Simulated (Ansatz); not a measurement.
# GaH5Se: the cost of one run

The runs use Ansatz 0.2.0; RKS BHLYP-D4/def2-SVP.

## 1. Reference run: GaH5Se, relaxed

Input file input.yaml:

```yaml
crystal:
  periodic: [false, false, false]
  atoms:
    - { symbol: Ga, position_ang: [-0.978497, -0.262217, -0.331148] }
    - { symbol: H, position_ang: [0.780829, -0.210562, -1.323627] }
    - { symbol: H, position_ang: [-1.376154, -1.76051, -0.493763] }
    - { symbol: H, position_ang: [-1.547765, 1.162528, -0.610171] }
    - { symbol: H, position_ang: [1.023623, -0.18106, -0.376036] }
    - { symbol: Se, position_ang: [1.059656, -0.11547, 1.619333] }
    - { symbol: H, position_ang: [1.038408, 1.367191, 1.515413] }
basis:
  gaussian: { orbitals: def2-SVP }
hamiltonian:
  xc: { name: BHLYP }
  dispersion: d4
output:
  forces: true
relax:
  f_tol: 0.02
  max_steps: 120
  constraints:
    - { distance: [0, 5] }
    - { distance: [1, 4] }
    - { distance: [0, 1] }
    - { distance: [4, 5] }
  escape_saddle: false
```

Command:

```sh
$ ansatz run input.yaml --threads 1 --pin off --max-ram 2560MiB --backend cpu --events-out ev --progress --plain --runs-dir out
```

**Question.** How long does this run take on 1 thread of Arm Neoverse V2, shared host, and how much memory does it need?

About 16 s, with a peak of 0.19 GiB.
